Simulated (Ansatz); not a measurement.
# AlCl₂HS: ionisation energy by level of theory

An exercise on one series of results from a longer session: the logs are not shown, and one member is left open.

Program: Ansatz 0.2.0, Gaussian basis. Level of theory: unrestricted cation, the program's frozen cores in correlated methods. These are calculated values, not measurements.

Plan: UKS PBE-D4/def2-TZVPP; UKS r2SCAN-D4/def2-TZVPP; UKS PBE0-D4/def2-TZVPP; UKS B3LYP-D4/def2-TZVPP; UKS wB97X-V/def2-TZVPP; UKS wB97M-V/def2-TZVPP; UKS B2PLYP/def2-TZVPP; UHF-CCSD(T)/def2-TZVPP; UHF-MP2/def2-QZVPP; extrapolation to the limit; then −ε(HOMO) from the neutral's earlier runs with LDA (SPW92), PBE-D4, revPBE-D4, BLYP-D4, r2SCAN-D4, B97M-V, PBE0-D4, B3LYP-D4, r2SCANh-D4, r2SCAN0-D4, HSE06-D4, BHLYP-D4, CAM-B3LYP-D4, LC-ωPBE, ωB97X-V, ωB97M-V.

### Structure used throughout

An earlier PBE0-D4 in a triple-zeta def2 set relaxation fixed the geometry.

5 atoms, charge 0, spin multiplicity 1.

Atoms are counted from 1 here; the program's logs count them from 0.

Bond lengths: S1–Al2 2.158 Å, S1–H5 1.345 Å, Al2–Cl3 2.076 Å, Al2–Cl4 2.080 Å. Angles: Al2–S1–H5 92.1°, S1–Al2–Cl3 119.0°, S1–Al2–Cl4 121.1°, Cl3–Al2–Cl4 120.0°.

The first run:

File in.yaml:

```yaml
crystal:
  periodic: [false, false, false]
  atoms:
    - {symbol: S, position_ang: [-0.049107, 1.690899, 0.210047]}
    - {symbol: Al, position_ang: [0.281331, -0.440173, 0.142892]}
    - {symbol: Cl, position_ang: [1.832203, -1.252371, 1.258846]}
    - {symbol: Cl, position_ang: [-0.924125, -1.677666, -1.015547]}
    - {symbol: H, position_ang: [-1.090501, 1.605610, -0.637538]}
basis:
  gaussian: {orbitals: def2-TZVPP}
total_charge: 1
magnetization: {spin_polarized: true, initial_magnetization: 1}
hamiltonian: {xc: pbe, dispersion: d4}
```

Launch:

```console
> ansatz run in.yaml --threads 4 --pin off --events-out ev --progress --plain --max-ram 10444MiB
```

Steps of the session up to this table: Cation, UKS PBE-D4/def2-TZVPP; Cation, UKS r2SCAN-D4/def2-TZVPP; Cation, UKS PBE0-D4/def2-TZVPP; Cation, UKS B3LYP-D4/def2-TZVPP; Cation, UKS wB97X-V/def2-TZVPP; Cation, UKS wB97M-V/def2-TZVPP; Cation, UKS B2PLYP (frozen core)/def2-TZVPP; Cation, UHF-CCSD(T)/def2-TZVPP; Cation, UHF-MP2/def2-QZVPP.

One of the session's tables, all rows but one given; the rest of the session is left out.

Orbital estimates, from the neutral's runs:

```
  functional  −ε(HOMO) (eV)
 LDA (SPW92)           7.17
      PBE-D4           7.03
   revPBE-D4           6.97
     BLYP-D4           6.83
   r2SCAN-D4              ?
      B97M-V           7.37
     PBE0-D4           8.26
    B3LYP-D4           7.98
  r2SCANh-D4           7.78
  r2SCAN0-D4           8.46
    HSE06-D4           7.86
    BHLYP-D4           9.31
CAM-B3LYP-D4           9.56
     LC-ωPBE          11.02
     ωB97X-V          10.63
     ωB97M-V          10.44
```

Q: Estimate the row for r2SCAN-D4 from the others.

Worked estimate for «−ε(HOMO) (eV)». Against the share of exact exchange, r2SCANh-D4 (0.1, 7.78), r2SCAN0-D4 (0.25, 8.46) give a slope of 4.53 per unit share; at 0 the line stands at 7.33.

**Answer.** −ε(HOMO) (eV): 7.33. In «−ε(HOMO) (eV)» the line misses by 0.00.
